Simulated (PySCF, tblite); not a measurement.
**C₃H₆Cl₃FGe: geometry, infrared bands and NMR shifts**

Aim: predict the infrared bands and NMR shifts of C₃H₆Cl₃FGe (`[F][GeH2][C](Cl)(Cl)CCCl`).

Programs: tblite 0.8.0 and PySCF 2.14.0, with density-fitted response routines of our own. Each step states its level of theory. These are calculated values for one molecule in the gas phase, unless marked as measured. Atoms are numbered from 0 throughout.

## (1) The molecule as given

14 atoms, charge 0, multiplicity 1; geometry from: force field or distance geometry start.

Bonds of the start (Å): F0–Ge1 1.79, Ge1–C2 1.95, C2–Cl3 1.77, C2–Cl4 1.79, C2–C5 1.48, C5–C6 1.48, C6–Cl7 1.73, Ge1–H8 1.56, Ge1–H9 1.52, C5–H10 1.12, C5–H11 1.13, C6–H12 1.14, C6–H13 1.12.

## (2) Optimising the geometry with GFN2-xTB

The job: settings as JSON, then the geometry in Å.

```
{"job": {"kind": "relax", "xc": "GFN2-xTB", "basis": "xTB"}, "charge": 0, "multiplicity": 1}
F      2.389900    -1.675700    -0.664900
Ge     1.767700     0.000200    -0.647200
C      0.503100     0.106200     0.831600
Cl     0.589000     1.749700     1.478900
Cl     1.196400    -0.943000     2.107800
C     -0.855900    -0.391200     0.524700
C     -1.654600     0.216600    -0.561100
Cl    -2.045400     1.898500    -0.453300
H      2.988600     0.877100    -0.240700
H      1.187100     0.421200    -1.992700
H     -1.457900    -0.384700     1.465400
H     -0.792100    -1.494300     0.278000
H     -2.631500    -0.363900    -0.593400
H     -1.185000    -0.017100    -1.555400
```

The run is started by

```sh
$ OMP_NUM_THREADS=1 python probes_run.py task.json out
```

The driver reads the jobs from task.json and runs them one after another.

**Question.** This job is followed by: GFN2-xTB harmonic vibrations, gas phase; GIAO PBE0/pcSseg-1 NMR shielding, non-relativistic, gas phase. What will the session give for the following? strongest single infrared mode (GFN2-xTB); zero-point energy (GFN2-xTB); 13C shifts against TMS (PBE0/pcSseg-1); 1H shifts against TMS (PBE0/pcSseg-1, means over atoms taken as alike); 19F shifts against CFCl3 (PBE0/pcSseg-1); 73Ge shifts against GeMe4 (PBE0/pcSseg-1); 35Cl shifts against HCl (PBE0/pcSseg-1, means over atoms taken as alike).

The runs gave:

| quantity | value |
| --- | --- |
| strongest single infrared mode (GFN2-xTB) | 1986 cm⁻¹, 493 km/mol |
| zero-point energy (GFN2-xTB) | 50.3 kcal/mol |
| 13C shifts against TMS (PBE0/pcSseg-1) | 87.8, 55.5, 46.1 ppm |
| 1H shifts against TMS (PBE0/pcSseg-1, means over atoms taken as alike) | 5.99, 4.07, 3.17 ppm |
| 19F shifts against CFCl3 (PBE0/pcSseg-1) | -224.2 ppm |
| 73Ge shifts against GeMe4 (PBE0/pcSseg-1) | 38 ppm |
| 35Cl shifts against HCl (PBE0/pcSseg-1, means over atoms taken as alike) | 351, 81 ppm |

Relaxing lowered the energy by 0.578 eV in 126 steps; the close pair that moved most is Ge1–C2, from 1.949 to 2.029 Å. All 36 modes are real, so the xTB geometry is a minimum. The strongest single mode, at 1986 cm⁻¹, moves mainly H9 and H8. Unscaled tight-binding wavenumbers are off by several per cent, some by more. Its intensities can rank the bands wrongly. C2 stands next to heavy halogen, whose spin-orbit shielding this run leaves out, so the computed shift lies too far downfield, most of all for carbon beside Br or I. At PBE0/pcSseg-1: Shielding is most anisotropic at Cl3, Cl4 (span 654 ppm, paramagnetic term -547 ppm). Spin-orbit coupling is left out, which matters for shieldings and couplings at and beside the heavy atoms.
